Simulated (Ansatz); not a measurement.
# C3H4F4O: one species, many methods

Aim: compute C3H4F4O with functionals from several rungs and with coupled cluster, and see how far each lands from CCSD(T) at the basis-set limit for the atomisation energy.

Program: Ansatz 0.2.0, Gaussian basis. Level of theory: functionals in def2-TZVPP, the program's frozen cores in correlated methods. These are calculated values, not measurements.

Levels to be run: PBE-D4, r2SCAN-D4, PBE0-D4, B3LYP-D4, ωB97X-V, ωB97M-V, B2PLYP; CCSD(T)/def2-TZVPP; MP2/def2-QZVPP; extrapolation to the limit.

### Step 1. The relaxed structure

All runs share one geometry, relaxed beforehand with PBE0-D4/def2-TZVP.

SMILES `FCC(F)OC(F)F`, 12 atoms, charge 0, spin multiplicity 1.

Atoms are counted from 1 here; the program's logs count them from 0.

Bond lengths: F1–C2 1.371 Å, C2–C3 1.507 Å, C2–H9 1.093 Å, C2–H10 1.093 Å, C3–F4 1.372 Å, C3–O5 1.388 Å, C3–H11 1.095 Å, O5–C6 1.370 Å, C6–F7 1.331 Å, C6–F8 1.352 Å, C6–H12 1.094 Å. Angles: F1–C2–C3 109.2°, F1–C2–H9 109.3°, F1–C2–H10 109.3°, C3–C2–H9 109.5°, C3–C2–H10 109.4°, H9–C2–H10 110.1°, C2–C3–F4 109.9°, C2–C3–O5 106.6°, C2–C3–H11 111.9°, F4–C3–O5 109.6°, F4–C3–H11 106.9°, O5–C3–H11 111.9°, C3–O5–C6 115.4°, O5–C6–F7 106.7°, O5–C6–F8 110.2°, O5–C6–H12 113.3°, F7–C6–F8 108.0°, F7–C6–H12 110.2° and more.

### Step 2. PBE-D4 (GGA)

The input, in.yaml:

```yaml
crystal:
  periodic: [false, false, false]
  atoms:
    - {symbol: F, position_ang: [-1.015390, 2.010431, -1.687694]}
    - {symbol: C, position_ang: [-1.233216, 1.010442, -0.775625]}
    - {symbol: C, position_ang: [0.073231, 0.322328, -0.474068]}
    - {symbol: F, position_ang: [0.536723, -0.314720, -1.597876]}
    - {symbol: O, position_ang: [-0.190383, -0.614020, 0.515576]}
    - {symbol: C, position_ang: [0.912518, -1.178021, 1.099608]}
    - {symbol: F, position_ang: [0.469990, -2.159767, 1.882121]}
    - {symbol: F, position_ang: [1.541270, -0.270863, 1.881259]}
    - {symbol: H, position_ang: [-1.938932, 0.287195, -1.192902]}
    - {symbol: H, position_ang: [-1.637272, 1.441666, 0.143360]}
    - {symbol: H, position_ang: [0.848197, 1.033238, -0.168616]}
    - {symbol: H, position_ang: [1.633263, -1.567920, 0.374858]}
basis:
  gaussian: {orbitals: def2-TZVPP}
hamiltonian: {xc: pbe, dispersion: d4}
output: {forces: true, orbitals: {seedname: orbitals}}
```

Launch:

```sh
$ ansatz run in.yaml --threads 2 --pin off --events-out ev --progress --plain --max-ram 22528MiB --backend cuda --devices 0, --max-vram 18GiB
```

Further steps of the session: r2SCAN-D4 (meta-GGA); PBE0-D4 (hybrid); B3LYP-D4 (hybrid); ωB97X-V (range-separated); ωB97M-V (range-separated); B2PLYP (double hybrid); CCSD(T) in def2-TZVPP; MP2 in def2-QZVPP.

Q: Predict the results of all the runs planned. Wanted: atomisation energy, CCSD(T)/CBS; farthest; mean size of error, hybrid; mean size of error, range-separated; gap, smallest and largest; T1 diagnostic; triples share of the correlation energy.

The runs gave:

| quantity | value |
| --- | --- |
| atomisation energy, CCSD(T)/CBS | 49.914 eV |
| functionals within 0.250 eV (0.5 %) | ωB97X-V, ωB97M-V |
| farthest | PBE-D4 (+2.029 eV) |
| mean size of error, hybrid | 0.272 eV |
| mean size of error, range-separated | 0.221 eV |
| gap, smallest and largest | 8.56 eV (PBE-D4), 15.84 eV (ωB97X-V) |
| T1 diagnostic | 0.0118 |
| triples share of the correlation energy | 3.3 % |

In words: PBE-D4 is off by +2.029 eV, about 0.184 eV a bond. Double hybrids carry the basis error of their MP2 part in triple zeta, and no dispersion term here, so their miss is partly the set-up's. Misses under about 0.250 eV are within the doubt on the reference itself, which lacks core-valence correlation, relativity and higher excitations. Hartree-Fock recovers 69 % of the binding; the rest is correlation. Orbital gaps span 8.6 to 15.8 eV; exact exchange widens them.
